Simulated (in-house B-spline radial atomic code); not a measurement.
# In⁴⁵⁺: a scan of exact exchange under G0W0

Question: is there a share of exact exchange at which G0W0 leaves the highest level of In⁴⁵⁺ where the start put it?

The numbers are computed with an in-house B-spline radial atomic code, version 1 (RPA, second order, AC-SOSEX and G0W0 (contour deformation) on a scalar-relativistic mean field, all electrons; no spin-orbit coupling, Breit or QED terms, no two-electron picture change), except any that are marked as measured or tabulated.

**1. What is computed**

```
element                  : indium (Z = 49)
charge                   : +45
electrons                : 4
configuration            : [He] 2s2
next ion, run as well    : [He] 2s1
Hamiltonian              : scalar-relativistic (spin-free one-electron X2C), finite nucleus
shares of exact exchange : 0.00, 0.10, 0.20, 0.30, 0.40, 0.50, 0.60, 0.70, 0.80, 0.90, 1.00
```

The outer shells:

In45+
```
[He] core
2s [↑↓]
```

**2. 0 % exact exchange**

The run's settings:

```ini
Z = 49
electrons = 4.0
configuration = [He] 2s2
hamiltonian = x2c
method = pbeh
lmax = 9
exact_exchange_fraction = 0.0
rms_radius = 4.6156
spin_polarised = False
box_radius = 2.26
intervals = 61
```

Run with:

```sh
python run_gw.py task.json out
```

The settings of every run stand in task.json; they run in order.

Further steps of the session: 10 % exact exchange; 20 % exact exchange; 30 % exact exchange; 40 % exact exchange; 50 % exact exchange; 60 % exact exchange; 70 % exact exchange; 80 % exact exchange; 90 % exact exchange; 100 % exact exchange.

What does the calculation give? Wanted: highest level, mean field; highest level, G0W0; RPA correlation energy; RPA+SOSEX.

As calculated:

| quantity | value |
| --- | --- |
| highest level, mean field (range over the runs) | -7756.2 to -7680.8 eV |
| highest level, G0W0 (range over the runs) | -7765.8 to -7763.6 eV |
| RPA correlation energy | -0.6526 to -0.4947 hartree |
| RPA+SOSEX | -0.3303 to -0.2514 hartree |
| semi-empirical ionisation energy (2s shell) | 7754.0 ± 7 eV (NIST Atomic Spectra Database, ionization energies) |
| G0W0 removal energy less that value | +9.58 to +11.8 eV |

In words: The starts spread the highest level over 75.5 eV; after G0W0 2.2 eV remain, 3.0 % of that. Without exact exchange the level is bound too weakly, and G0W0 lowers it by 85 eV. Between 0 and 100 % exact exchange the correction keeps its sign; it is smallest at 100 % (-7.3 eV). The RPA energy is largest in size at 0 % exact exchange and smallest at 100 % exact exchange, 24 % apart; over the runs it loosely follows the gap of the start, as smaller excitation energies give more correlation. The semi-empirical ionisation energy is 7754.0 ± 7 eV. G0W0 is off by about +10.6 eV (+0.14 %) in every run shown, whatever the start. The tabulated value's own uncertainty covers most of the miss, so the miss is not established. As differences of total energies the mean miss over the starts is 3.9 eV for mean field, 9.1 eV for RPA, 6.5 eV for RPA+SOSEX. The reference's uncertainty exceeds the spread between them.
